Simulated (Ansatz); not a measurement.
# Ba3TeC3: the cost of one run

Computed with Ansatz 0.2.0 (DFT PBE, scalar-relativistic, plane waves, PAW, unless a step's input says otherwise).

### 1 The structure to begin with

The structure is cubic, space group Pm-3m (No. 221). Conventional cell: a = 5.716 Å, b = 5.716 Å, c = 5.716 Å, α = 90.00°, β = 90.00°, γ = 90.00°. Around Ba (site symmetry 4/mmm) lie 2 Te at 2.86 Å and 4 C at 2.86 Å. Te (site symmetry m-3m) has 6 Ba at 2.86 Å as nearest neighbours. C (site symmetry 4/mmm) is surrounded by 4 Ba at 2.86 Å.

Coordinates:

```cif
data_structure
_symmetry_space_group_name_H-M 'Pm-3m'
_symmetry_Int_Tables_number 221
_cell_length_a 5.7163
_cell_length_b 5.7163
_cell_length_c 5.7163
_cell_angle_alpha 90.000
_cell_angle_beta 90.000
_cell_angle_gamma 90.000
_cell_volume 186.79
loop_
_atom_site_label
_atom_site_type_symbol
_atom_site_symmetry_multiplicity
_atom_site_Wyckoff_symbol
_atom_site_fract_x
_atom_site_fract_y
_atom_site_fract_z
_atom_site_occupancy
Ba1 Ba 3 c 0.50000 0.50000 0.00000 1
Te1 Te 1 b 0.50000 0.50000 0.50000 1
C1 C 3 d 0.50000 0.00000 0.00000 1
```

A structure generator made this guess: species swapped into a database cell of Ce3GaBr3 (Pm-3m, No. 221), with Ba on the Ce sites, Te on the Ga sites and C on the Br sites. Lengths come from tabulated atomic sizes and are only a guess.

### 2 Probe: one point on a coarse mesh

Input file input.yaml:

```yaml
crystal:
  lattice:
    - [5.71633314, 0.0, 0.0]
    - [0.0, 5.71633314, 0.0]
    - [0.0, 0.0, 5.71633314]
  atoms:
    - { symbol: Ba, position: [0.5, 0.5, 0.0] }
    - { symbol: Ba, position: [0.0, 0.5, 0.5] }
    - { symbol: Ba, position: [0.5, 0.0, 0.5] }
    - { symbol: Te, position: [0.5, 0.5, 0.5] }
    - { symbol: C, position: [0.5, 0.0, 0.0] }
    - { symbol: C, position: [0.0, 0.5, 0.0] }
    - { symbol: C, position: [0.0, 0.0, 0.5] }
basis:
  ecutwfc: 420
kpoints:
  mp_grid: { grid: [4, 4, 4] }
hamiltonian:
  xc: pbe
scf:
  occupations: { method: gaussian, width: 0.1 }
  lower_state_search: "off"
output:
  forces: true
  stress: true
  eigenvalues: true
```

Started as:

```console
$ ansatz run input.yaml --threads 1 --pin off --max-ram 2048MiB --backend cpu --events-out ev --progress --plain --runs-dir out
```

**Question.** How long does this run take on 1 thread of AMD EPYC 7R43 (Zen 3), shared host, and how much memory does it need?

About 5 s, with a peak of 0.51 GiB.
